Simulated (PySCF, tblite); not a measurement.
# C22H14B2: electronic excitations, NMR shifts

What do calculations give for the electronic excitations, NMR shifts of C22H14B2 (`C1=CB2C=C3B(C=C2C=C1)C=c1ccc2cccc4ccc3c1c42`)?

Programs: tblite 0.8.0 and PySCF 2.14.0, with routines of our own; each step states its level. All values are computed. Atoms count from 0.

### 1 The system as given

38 atoms, charge 0, multiplicity 1; geometry from: force field, distance geometry or constructed start.

### 2 Optimising the geometry with GFN2-xTB

What the job is given:

```
{"job": {"kind": "relax", "xc": "GFN2-xTB", "basis": "xTB"}, "charge": 0, "multiplicity": 1}
C      5.824800     1.573800     0.454500
C      4.554600     2.025100     0.385300
B      3.388800     0.993100     0.339500
C      1.854300     1.382300     0.255600
C      0.892300     0.422300     0.221800
B      1.312900    -1.090700     0.242800
C      2.844800    -1.475500     0.318900
C      3.788800    -0.519100     0.366100
C      5.230300    -0.843200     0.436400
C      6.158500     0.125400     0.480400
C      0.176800    -2.140000     0.191600
C     -1.114500    -1.765800     0.128600
C     -2.090200    -2.776200     0.089800
C     -3.439500    -2.471800     0.014300
C     -3.868000    -1.137300    -0.009200
C     -5.237000    -0.842200    -0.071700
C     -5.664100     0.485900    -0.103600
C     -4.736600     1.520300    -0.064100
C     -3.362700     1.245400     0.008200
C     -2.434700     2.286100     0.049600
C     -1.076100     2.023200     0.116600
C     -0.582300     0.697700     0.144500
C     -1.517100    -0.384200     0.109500
C     -2.916700    -0.100600     0.031800
H      6.628700     2.297300     0.493900
H      4.345700     3.083900     0.380200
H      1.634900     2.434000     0.246000
H      3.120300    -2.523700     0.341300
H      5.545500    -1.876600     0.454600
H      7.206400    -0.154700     0.534700
H      0.464800    -3.185100     0.210700
H     -1.803000    -3.821900     0.103400
H     -4.162900    -3.280600    -0.017100
H     -5.971400    -1.636600    -0.107400
H     -6.721000     0.709400    -0.160700
H     -5.090300     2.549500    -0.087600
H     -2.771300     3.316800     0.022200
H     -0.420300     2.878700     0.141100
```

Run with:

```bash
OMP_NUM_THREADS=1 python large_run.py task.json out
```

This one command runs all jobs of the session in turn.

The program printed:

```text
step      E/eV     max force
  0   -1540.45304    2.919
  1   -1540.67494    1.817
  2   -1540.72934    0.382
  3   -1540.75126    0.299
  4   -1540.77467    0.326
  5   -1540.78224    0.174
  6   -1540.78831    0.169
  7   -1540.79271    0.124
  8   -1540.79675    0.110
  9   -1540.79961    0.094
 10   -1540.80176    0.092
 11   -1540.80328    0.090
 12   -1540.80445    0.073
 13   -1540.80550    0.064
 14   -1540.80653    0.064
 15   -1540.80742    0.058
 16   -1540.80808    0.047
 17   -1540.80858    0.049
 18   -1540.80900    0.049
 19   -1540.80936    0.040
 20   -1540.80962    0.027
 21   -1540.80983    0.027
 22   -1540.81004    0.030
 23   -1540.81033    0.035
 24   -1540.81067    0.039
 25   -1540.81104    0.041
 26   -1540.81138    0.039
 27   -1540.81164    0.044
 28   -1540.81184    0.038
 29   -1540.81200    0.025
 30   -1540.81215    0.029
 31   -1540.81232    0.025
 32   -1540.81249    0.025
 33   -1540.81264    0.022
 34   -1540.81277    0.022
 35   -1540.81287    0.020
 36   -1540.81294    0.017
```

Run time: 0.8 s. Hardware: 1 thread of Arm Neoverse V2, shared host; peak memory 0.18 GiB.

Step by step:

```
step  energy from step 0 (eV)  largest force (eV/Å)
   0                   0.0000                2.9195
   1                  -0.2219                1.8171
   2                  -0.2763                0.3817
   3                  -0.2982                0.2985
   4                  -0.3216                0.3265
   5                  -0.3292                0.1734
   6                  -0.3353                0.1686
   7                  -0.3397                0.1246
   8                  -0.3437                0.1097
  10                  -0.3487                0.0915
  12                  -0.3514                0.0736
  14                  -0.3535                0.0637
  16                  -0.3550                0.0471
  18                  -0.3560                0.0490
  21                  -0.3568                0.0269
  23                  -0.3573                0.0351
  25                  -0.3580                0.0417
  27                  -0.3586                0.0444
  29                  -0.3590                0.0251
  32                  -0.3594                0.0252
  33                  -0.3596                0.0214
  34                  -0.3597                0.0217
  35                  -0.3598                0.0200
  36                  -0.3599                0.0164
```

Close pairs (by a distance rule), those that changed most:

```
   bond  before (Å)  after (Å)  change (Å)
  C0–C9       1.487      1.433      -0.053
 B5–C10       1.547      1.506      -0.041
  C7–C8       1.479      1.441      -0.038
C12–C13       1.385      1.347      -0.038
 C4–C21       1.502      1.466      -0.036
  C1–B2       1.558      1.525      -0.032
C10–C11       1.346      1.377      +0.031
C11–C12       1.405      1.434      +0.029
```

The final coordinates are the input of the step that follows.

### 3 Electronic excitations: TDA B3LYP/6-31G*

What the job is given:

```
{"job": {"kind": "uv", "basis": "6-31G*", "grid": 1, "kgrid": 0, "vcut": 1.5, "nstates": 8, "ntriplets": 3, "tda": true, "delta": ["ip_vertical"], "pop": true, "xc": "B3LYP"}, "charge": 0, "multiplicity": 1}
C      5.761623     1.573147     0.453465
C      4.477814     2.011111     0.388139
B      3.345531     0.990451     0.335512
C      1.823110     1.338994     0.258664
C      0.869262     0.371540     0.217517
B      1.324556    -1.122155     0.245873
C      2.840614    -1.479087     0.322175
C      3.785585    -0.501961     0.363363
C      5.192904    -0.802784     0.434344
C      6.114554     0.184041     0.476343
C      0.229294    -2.155073     0.195665
C     -1.094672    -1.782759     0.129245
C     -2.116152    -2.788075     0.084249
C     -3.427516    -2.485877     0.018854
C     -3.866033    -1.124695    -0.009076
C     -5.214440    -0.804819    -0.076363
C     -5.637873     0.521325    -0.102886
C     -4.714760     1.534701    -0.062194
C     -3.336764     1.252544     0.006281
C     -2.376248     2.280739     0.049265
C     -1.045253     1.986126     0.116474
C     -0.566068     0.661346     0.145142
C     -1.502403    -0.389147     0.103267
C     -2.889645    -0.092621     0.033709
H      6.586935     2.276241     0.491719
H      4.320133     3.084176     0.376489
H      1.541682     2.387645     0.238219
H      3.163169    -2.518318     0.344153
H      5.502431    -1.841504     0.453055
H      7.167507    -0.059561     0.529655
H      0.425223    -3.221844     0.210018
H     -1.792088    -3.819977     0.104673
H     -4.177890    -3.263483    -0.013669
H     -5.944108    -1.601551    -0.108471
H     -6.692931     0.745352    -0.155747
H     -5.031012     2.567723    -0.081877
H     -2.710236     3.308884     0.028842
H     -0.342039     2.803592     0.148479
```

With the program's defaults for keys left out, this is: TDA B3LYP/6-31G*, vertical, gas phase, core orbitals frozen in the response, virtual orbitals cut by energy.

The program printed:

```text
start: PBE on a coarse grid of 32750 points
cycle   1  E = -895.3110484423  dE =  3.975e+00  |g| = 8.979e-01  |ddm| = 7.940e+00
cycle   2  E = -894.7639005396  dE =  5.471e-01  |g| = 1.494e+00  |ddm| = 3.826e+00
cycle   3  E = -895.2135127422  dE = -4.496e-01  |g| = 8.956e-01  |ddm| = 3.281e+00
cycle   4  E = -895.5499319208  dE = -3.364e-01  |g| = 2.347e-01  |ddm| = 1.445e+00
cycle   5  E = -895.5620834714  dE = -1.215e-02  |g| = 1.651e-01  |ddm| = 5.104e-01
cycle   6  E = -895.5688709813  dE = -6.788e-03  |g| = 7.052e-02  |ddm| = 2.812e-01
cycle   7  E = -895.5701687538  dE = -1.298e-03  |g| = 3.189e-02  |ddm| = 1.250e-01
cycle   8  E = -895.5704564372  dE = -2.877e-04  |g| = 1.136e-02  |ddm| = 4.635e-02
cycle   9  E = -895.5704921269  dE = -3.569e-05  |g| = 3.681e-03  |ddm| = 1.580e-02
final grid: 144179 points
cycle  10  E = -896.4692902516  dE = -8.433e-03  |g| = 3.787e-02  |ddm| = 4.405e-01
cycle  11  E = -896.4688984192  dE =  3.918e-04  |g| = 5.172e-02  |ddm| = 1.467e-01
cycle  12  E = -896.4697077250  dE = -8.093e-04  |g| = 1.703e-02  |ddm| = 8.427e-02
cycle  13  E = -896.4697953923  dE = -8.767e-05  |g| = 5.382e-03  |ddm| = 2.512e-02
cycle  14  E = -896.4698031081  dE = -7.716e-06  |g| = 2.469e-03  |ddm| = 9.082e-03
cycle  15  E = -896.4698048384  dE = -1.730e-06  |g| = 1.084e-03  |ddm| = 4.643e-03
cycle  16  E = -896.4698044303  dE =  4.081e-07  |g| = 5.582e-04  |ddm| = 2.240e-03
cycle  17  E = -896.4698059176  dE = -1.487e-06  |g| = 2.026e-04  |ddm| = 1.360e-03
cycle  18  E = -896.4698064875  dE = -5.699e-07  |g| = 9.679e-05  |ddm| = 5.712e-04
converged SCF energy = -896.4698064875
Vertical ionisation energy (delta-SCF) = 6.5262 eV   <S^2> = 0.792

Static polarisability (au): isotropic 330.800, principal 77.377 283.368 631.654

Singlet excitations
state   eV       nm        f      main configurations
  1   1.1815   1049.4   0.01515   H->L 0.91
  2   2.0238    612.6   0.32777   H-1->L 0.85
  3   2.7159    456.5   0.00000   H-4->L 0.99
  4   2.7970    443.3   0.06595   H-2->L 0.79, H-3->L 0.09
  5   3.0567    405.6   0.00409   H-3->L 0.66, H->L+1 0.23
  6   3.2124    386.0   0.02726   H-5->L 0.37, H->L+1 0.36, H-3->L 0.17
  7   3.5131    352.9   0.00005   H-7->L 0.95
  8   3.5595    348.3   0.00011   H-8->L 0.95

Triplet excitations (Tamm-Dancoff, eV): 0.7389 1.2054 2.0082
```

Wall time 91 s (1 thread of Arm Neoverse V2, shared host); peak memory 0.71 GiB.

Frontier orbitals and where they lie:

```
orbital     eV                         atoms
 HOMO−4  -7.18     B2 14 %, C7 14 %, B5 12 %
 HOMO−3  -7.10  C23 19 %, C22 17 %, C12 17 %
 HOMO−2  -6.60   C3 12 %, C18 11 %, C20 10 %
 HOMO−1  -5.72     C1 14 %, C8 12 %, C9 10 %
   HOMO  -5.23     C10 19 %, C9 8 %, C22 7 %
   LUMO  -3.46     C3 13 %, B5 13 %, B2 13 %
 LUMO+1  -1.73    C10 14 %, C6 12 %, C17 8 %
 LUMO+2  -0.80  C20 15 %, C15 12 %, C18 12 %
 LUMO+3  -0.18  C22 18 %, C12 18 %, C23 15 %
```

With each of the 8 states as a Gaussian band of 0.4 eV half-width at 1/e, the curve within the window shown has maxima at 611 nm (ε 13,000) L/(mol cm). Beyond the last state computed it falls off for lack of states. The curve at chosen wavelengths:

| nm | ε (L/mol/cm) |
| --- | --- |
| 321 | 89 |
| 368 | 1398 |
| 415 | 3140 |
| 462 | 3602 |
| 509 | 5836 |
| 557 | 10657 |
| 604 | 13295 |
| 651 | 12171 |
| 698 | 9103 |
| 745 | 6045 |
| 792 | 3805 |
| 839 | 2408 |
| 886 | 1613 |
| 934 | 1176 |
| 981 | 946 |
| 1028 | 814 |
| 1075 | 726 |
| 1122 | 659 |
| 1169 | 600 |
| 1216 | 545 |
| 1263 | 493 |
| 1311 | 442 |
| 1358 | 397 |
| 1405 | 354 |
| 1452 | 316 |
| 1499 | 281 |

Further results of this job:

```
           property  computed
  dipole moment (D)      2.82
polarisability (Å³)     49.02
 HOMO–LUMO gap (eV)      1.77
      −ε(HOMO) (eV)      5.23
```

### 4 NMR shifts: GIAO PBE/pcSseg-1

The job, as its differences from that of step 3:

```diff
@@ -1,2 +1,2 @@
-{"job": {"kind": "uv", "basis": "6-31G*", "grid": 1, "kgrid": 0, "vcut": 1.5, "nstates": 8, "ntriplets": 3, "tda": true, "delta": ["ip_vertical"], "pop": true, "xc": "B3LYP"}, "charge": 0, "multiplicity": 1}
+{"job": {"kind": "nmr", "basis": "pcSseg-1", "pop": false, "xc": "PBE"}, "charge": 0, "multiplicity": 1}
 C      5.761623     1.573147     0.453465
```

Level: GIAO PBE/pcSseg-1 NMR shielding, non-relativistic, gas phase.

The program printed:

```text
start: PBE on a coarse grid of 32750 points
cycle   1  E = -894.7877470067  dE =  3.934e+00  |g| = 8.844e-01  |ddm| = 7.430e+00
cycle   2  E = -894.2031378477  dE =  5.846e-01  |g| = 1.532e+00  |ddm| = 3.658e+00
cycle   3  E = -894.6951039503  dE = -4.920e-01  |g| = 8.795e-01  |ddm| = 3.081e+00
cycle   4  E = -895.0156751278  dE = -3.206e-01  |g| = 2.297e-01  |ddm| = 1.401e+00
cycle   5  E = -895.0273807542  dE = -1.171e-02  |g| = 1.626e-01  |ddm| = 4.728e-01
cycle   6  E = -895.0337065507  dE = -6.326e-03  |g| = 6.962e-02  |ddm| = 2.690e-01
cycle   7  E = -895.0348985849  dE = -1.192e-03  |g| = 3.415e-02  |ddm| = 1.233e-01
cycle   8  E = -895.0352328696  dE = -3.343e-04  |g| = 1.185e-02  |ddm| = 5.092e-02
cycle   9  E = -895.0352712820  dE = -3.841e-05  |g| = 3.613e-03  |ddm| = 1.534e-02
final grid: 306408 points
cycle  10  E = -895.2226940003  dE = -1.126e-04  |g| = 2.244e-02  |ddm| = 2.593e-01
cycle  11  E = -895.2219035295  dE =  7.905e-04  |g| = 5.347e-02  |ddm| = 9.765e-02
cycle  12  E = -895.2226946927  dE = -7.912e-04  |g| = 2.066e-02  |ddm| = 7.921e-02
cycle  13  E = -895.2228380010  dE = -1.433e-04  |g| = 4.378e-03  |ddm| = 2.915e-02
cycle  14  E = -895.2228458948  dE = -7.894e-06  |g| = 1.322e-03  |ddm| = 7.284e-03
cycle  15  E = -895.2228459104  dE = -1.559e-08  |g| = 6.277e-04  |ddm| = 2.556e-03
cycle  16  E = -895.2228460735  dE = -1.632e-07  |g| = 1.939e-04  |ddm| = 8.790e-04
cycle  17  E = -895.2228453481  dE =  7.255e-07  |g| = 7.377e-05  |ddm| = 4.014e-04
converged SCF energy = -895.2228453481

GIAO shielding tensors (ppm)
atom      isotropic    diamagn.    paramagn.     s11        s22        s33       span
  0 C       18.407     251.901    -233.493    -98.004     13.171    140.055    238.059
  1 C       36.858     263.810    -226.952    -77.884     27.954    160.505    238.389
  2 B       45.942     191.517    -145.575      7.335     42.785     87.706     80.370
  3 C        5.886     256.533    -250.647   -103.068    -30.855    151.581    254.649
  4 C       19.016     258.697    -239.681    -78.361    -16.866    152.276    230.637
  5 B       49.310     195.263    -145.953      8.963     50.094     88.873     79.910
  6 C       -6.918     255.616    -262.534   -112.376    -34.747    126.368    238.744
  7 C       14.312     260.115    -245.802    -76.839    -35.405    155.182    232.021
  8 C       33.009     249.570    -216.561    -59.025     30.365    127.688    186.713
  9 C       47.608     251.142    -203.534    -48.635     51.447    140.011    188.646
 10 C       31.381     258.628    -227.247    -74.164     29.821    138.486    212.650
 11 C       17.113     254.373    -237.260    -75.220    -17.075    143.634    218.854
 12 C       43.080     246.467    -203.388    -46.786     41.859    134.166    180.952
 13 C       40.638     252.510    -211.871    -54.676     35.551    141.040    195.716
 14 C       44.740     253.047    -208.308    -29.793     -3.313    167.324    197.118
 15 C       45.987     240.780    -194.793    -44.929     32.767    150.122    195.051
 16 C       51.946     255.350    -203.404    -49.418     41.096    164.160    213.579
 17 C       44.593     239.628    -195.035    -48.939     34.672    148.046    196.986
 18 C       45.625     255.218    -209.593    -20.534    -18.667    176.074    196.608
 19 C       45.962     254.425    -208.463    -51.046     38.122    150.810    201.857
 20 C       56.970     253.115    -196.145    -45.567     35.637    180.840    226.407
 21 C       36.103     254.269    -218.166    -43.267     -6.367    157.944    201.211
 22 C       46.244     252.580    -206.336    -15.913      6.098    148.546    164.459
 23 C       48.963     244.259    -195.296    -14.045    -10.531    171.465    185.510
 24 H       25.732      25.258       0.474     21.805     27.265     28.127      6.322
 25 H       26.523      32.453      -5.930     21.152     28.192     30.225      9.073
 26 H       25.466      38.502     -13.036     17.204     28.716     30.478     13.275
 27 H       26.264      33.695      -7.431     17.602     28.151     33.039     15.436
 28 H       27.174      28.470      -1.296     22.839     27.871     30.813      7.974
 29 H       27.005      23.998       3.007     24.288     27.717     29.008      4.720
 30 H       26.841      34.741      -7.900     20.681     29.099     30.742     10.061
 31 H       26.044      32.261      -6.217     23.599     26.363     28.170      4.571
 32 H       25.585      31.827      -6.242     23.778     25.169     27.808      4.030
 33 H       25.299      29.873      -4.574     23.903     24.083     27.913      4.010
 34 H       25.089      24.913       0.176     23.529     24.932     26.806      3.276
 35 H       25.054      30.351      -5.297     23.509     23.747     27.906      4.396
 36 H       25.029      34.326      -9.297     23.404     23.698     27.985      4.582
 37 H       25.040      37.526     -12.485     23.111     23.538     28.471      5.359
```

Run time: 47 s. Hardware: 1 thread of Arm Neoverse V2, shared host; peak memory 0.72 GiB.

Shifts follow as δ = σ(reference) − σ, with reference shieldings (ppm) from runs at the same level and on the same kind of geometry: 1H TMS 31.64, 13C TMS 182.6, 11B BF3·OEt2 94.2. The references are single molecules in the gas phase.

```
atoms                                                environment  σ (ppm)  δ (ppm)
   C6                                                  alkene CH     -6.9    189.5
   C3                                                  alkene CH      5.9    176.7
   C7                            fully substituted alkene carbon     14.3    168.3
  C11                                substituted aromatic carbon     17.1    165.5
   C0                                                  alkene CH     18.4    164.2
   C4                            fully substituted alkene carbon     19.0    163.6
  C10             carbon bonded to C, B, H, in a 6-membered ring     31.4    151.2
   C8                                                  alkene CH     33.0    149.6
  C21                                substituted aromatic carbon     36.1    146.5
   C1                                                  alkene CH     36.9    145.8
  C13                                                aromatic CH     40.6    142.0
  C12                                                aromatic CH     43.1    139.5
  C17                                                aromatic CH     44.6    138.0
  C14                                ring-fusion aromatic carbon     44.7    137.9
  C18                                ring-fusion aromatic carbon     45.6    137.0
  C19                                                aromatic CH     46.0    136.7
  C15                                                aromatic CH     46.0    136.6
  C22                                ring-fusion aromatic carbon     46.2    136.4
   C9                                                  alkene CH     47.6    135.0
  C23                                ring-fusion aromatic carbon     49.0    133.7
  C16                                                aromatic CH     51.9    130.7
  C20                                                aromatic CH     57.0    125.7
  H36                                 hydrogen on an aromatic CH    25.03     6.61
  H37                                 hydrogen on an aromatic CH    25.04     6.60
  H35                                 hydrogen on an aromatic CH    25.05     6.59
  H34                                 hydrogen on an aromatic CH    25.09     6.55
  H33                                 hydrogen on an aromatic CH    25.30     6.34
  H26                                   hydrogen on an alkene CH    25.47     6.17
  H32                                 hydrogen on an aromatic CH    25.59     6.05
  H24                                   hydrogen on an alkene CH    25.73     5.91
  H31                                 hydrogen on an aromatic CH    26.04     5.60
  H27                                   hydrogen on an alkene CH    26.26     5.38
  H25                                   hydrogen on an alkene CH    26.52     5.12
  H30  hydrogen on a carbon bonded to C, B, in a 6-membered ring    26.84     4.80
  H29                                   hydrogen on an alkene CH    27.00     4.64
  H28                                   hydrogen on an alkene CH    27.17     4.47
   B2                  boron bonded to 3 C, in a 6-membered ring     45.9     48.2
   B5                  boron bonded to 3 C, in a 6-membered ring     49.3     44.9
```

Ring of atoms C0, C1, B2, C7, C8, C9: NICS(0) 20.3, NICS(1) 12.8, NICS(1)zz 41.5 ppm (means of both faces).

Ring of atoms B2, C3, C4, B5, C6, C7: NICS(0) 31.6, NICS(1) 23.2, NICS(1)zz 75.8 ppm (means of both faces).

Ring of atoms C4, B5, C10, C11, C21, C22: NICS(0) 22.6, NICS(1) 14.4, NICS(1)zz 48.5 ppm (means of both faces).

### 5 What came out

| quantity | value |
| --- | --- |
| lowest singlet (B3LYP/6-31G*) | 1.18 eV (1049 nm), f = 0.015 |
| brightest single state of those computed | state 2, 2.02 eV, f = 0.328 |
| lowest triplet | 0.74 eV |
| 13C shifts against TMS (PBE/pcSseg-1) | 189.5, 176.7, 168.3, 165.5, 164.2, 163.6, 151.2, 149.6, 146.5, 145.8, 142.0, 139.5, 138.0, 137.9 ppm and more |
| 1H shifts against TMS (PBE/pcSseg-1) | 6.61, 6.60, 6.59, 6.55, 6.34, 6.17, 6.05, 5.91, 5.60, 5.38, 5.12, 4.80, 4.64, 4.47 ppm |
| 11B shifts against BF3·OEt2 (PBE/pcSseg-1) | 48.2, 44.9 ppm |

**Reading.** The first singlet state (HOMO→LUMO 0.91) lies at 1.18 eV and is weak; of the 8 states computed, the strongest absorption comes from state 2 at 2.02 eV. State 2 absorbs in the visible (613 nm). The lowest triplet lies 0.44 eV below the lowest singlet. At PBE/pcSseg-1: The largest span, 255 ppm, is at C3, where the paramagnetic term is -251 ppm. NICS(1)zz of 42 ppm above the planar ring from C0 marks a paratropic (antiaromatic) ring current. NICS(1)zz of 76 ppm above the planar ring from B2 marks a paratropic (antiaromatic) ring current. NICS(1)zz of 49 ppm above the planar ring from C4 marks a paratropic (antiaromatic) ring current.
